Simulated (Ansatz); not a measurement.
**MnS (Fm-3m): energy and pressure against volume**

The task here is to estimate one member of a computed series from the others.

Program: Ansatz 0.2.0. Level of theory: DFT PBE+U (U_eff = 3.9 eV on Mn 3d), scalar-relativistic, plane waves, PAW. These are calculated values, not measurements.

### The system as given

It takes space group R-3m (No. 166, trigonal). The conventional cell has a = 3.739 Å, b = 3.739 Å, c = 9.101 Å, α = 90.00°, β = 90.00°, γ = 120.00°. Mn (site symmetry -3m) is surrounded by 6 S at 2.64 Å. S (site symmetry -3m) is surrounded by 6 Mn at 2.64 Å.

Structure file:

```
Mn S
1.0
     1.86943    1.07932    6.06750
    -1.86943    1.07932    6.06750
     0.00000   -2.15864    6.06750
Mn S
2 2
Direct
  0.00000 0.00000 0.00000
  0.50000 0.50000 0.50000
  0.75000 0.75000 0.75000
  0.25000 0.25000 0.25000
```

This cell comes from an earlier session at PBE+U (U_eff = 3.9 eV on Mn 3d): 18.364 Å³/atom at 0.01 GPa, on a 8×8×8 mesh. The large moments point both ways and cancel.

Set-up of the first run:

input.yaml reads:

```yaml
crystal:
  lattice:
    - [1.8441677514, 1.0647307479, 5.9855000587]
    - [-1.8441677514, 1.0647307479, 5.9855000587]
    - [0.0, -2.1294614952, 5.9855000588]
  atoms:
    - { symbol: Mn, position: [0.0, 0.0, 0.0], spin: 4.9 }
    - { symbol: Mn, position: [0.5, 0.5, 0.5], spin: -4.9 }
    - { symbol: S, position: [0.7499999998, 0.7499999998, 0.7499999998] }
    - { symbol: S, position: [0.2500000002, 0.2500000002, 0.2500000002] }
basis:
  ecutwfc: 420
  ecutrho_ratio: 4
kpoints:
  mp_grid: { grid: [8, 8, 8] }
hamiltonian:
  xc: pbe
  hubbard:
    sites:
      - { species: Mn, l: d, u_eff: 3.9, starting_ns: start.occupation_matrices }
    ns_hold: { iters: 6 }
scf:
  occupations: { method: gaussian, width: 0.05 }
  lower_state_search: "off"
output:
  forces: true
  stress: true
  eigenvalues: true
  populations: true
magnetization:
  spin_polarized: true
relax:
  f_tol: 0.01
  max_steps: 40
  cell: { stress_tol: 0.1, fix: [volume] }
```

The open shells start from the occupation matrices of the run at the neighbouring geometry (file start.occupation_matrices).

Run with:

```console
ansatz run input.yaml --threads 2 --pin off --max-ram 5120MiB --backend cpu --events-out ev --progress --plain --runs-dir out
```

Steps of the session up to this table: Volume × 0.96; Volume × 1.04; Volume × 0.92; Volume × 0.88; Volume × 0.84; Volume × 0.8; Volume × 0.76; Volume × 0.72.

One table of the session follows, with a row left open; its other results are not shown here.

It belongs to the step «The curve». 

```
volume (Å³/atom)  energy above the lowest (meV/atom)  pressure (GPa)  gap on the mesh (eV)  largest moment (μB)
          13.222                               576.1            46.9                  1.38                 4.01
          13.956                               388.5            35.4                  1.69                 4.10
          14.691                               248.5            26.0                  1.94                 4.18
          15.426                                   ?               ?                     ?                    ?
          16.160                                76.6            12.4                  2.25                 4.31
          16.895                                31.7             7.4                  2.29                 4.36
          17.629                                 7.4             3.3                  2.26                 4.41
          18.364                                 0.0             0.0                  2.23                 4.45
          19.098                                 6.4            -2.7                  2.19                 4.49
```

Q: Estimate the row for volume (Å³/atom) = 15.426 from the others.

Worked estimate for «energy above the lowest (meV/atom)». A straight line through the neighbours (14.691, 248.5) and (16.160, 76.6) gives 248.5 + (76.6 − 248.5) × (15.426 − 14.691) / (16.160 − 14.691) = 162.5; a parabola fitted to 4 rows on both sides gives 146.7.

**Answer.** energy above the lowest (meV/atom): 147.0; pressure (GPa): 18.5; gap on the mesh (eV): 2.11; largest moment (μB): 4.25. In «energy above the lowest (meV/atom)» the line misses by +15.5 and the parabola by -0.3.

Caveats from the session: Other structures may be lower in enthalpy at these pressures. Warnings in the runs' records: anti translation declined.
